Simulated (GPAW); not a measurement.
The system is CS2.

```
CELL_PARAMETERS angstrom
3.64579 -2.99431 0.00000
3.64579 2.99431 0.00000
0.00000 0.00000 9.85126
ATOMIC_POSITIONS crystal
S 0.18152 0.81848 0.88687
S 0.31848 0.68152 0.38687
S 0.68152 0.31848 0.61313
S 0.81848 0.18152 0.11313
C 0.50000 0.50000 0.50000
C 0.00000 0.00000 0.00000
```

The cell comes from a database or a generator and needn't be the stable form of this composition.

Base run:

| Quantity | Value |
| --- | --- |
| Program | GPAW 26.7.0 |
| Functional | LDA |
| Potentials or basis | the program's PAW data sets (release 1.2.1) made for this functional |
| Cutoff | 550 eV |
| Basis | pw |
| k mesh | 5 × 5 × 3 |
| Occupations | fermi-dirac, width 0.001 eV |
| Spin | no spin polarisation |

Its results: band gap on the k mesh 3.35 eV, direct; electronic dielectric tensor (diagonal) 1.84, 2.36, 2.60.

Problem. The run is repeated on the same cell with these changes: functional from LDA to RPBE. What comes out?

Solution. Band gap on the k mesh 3.49 eV, direct; electronic dielectric tensor (diagonal) 1.75, 2.24, 2.47.

Caveats: the long-wavelength limit can be off by a per cent or two.

A k mesh can miss the band edges.

Not every run made on this cell is shown here.
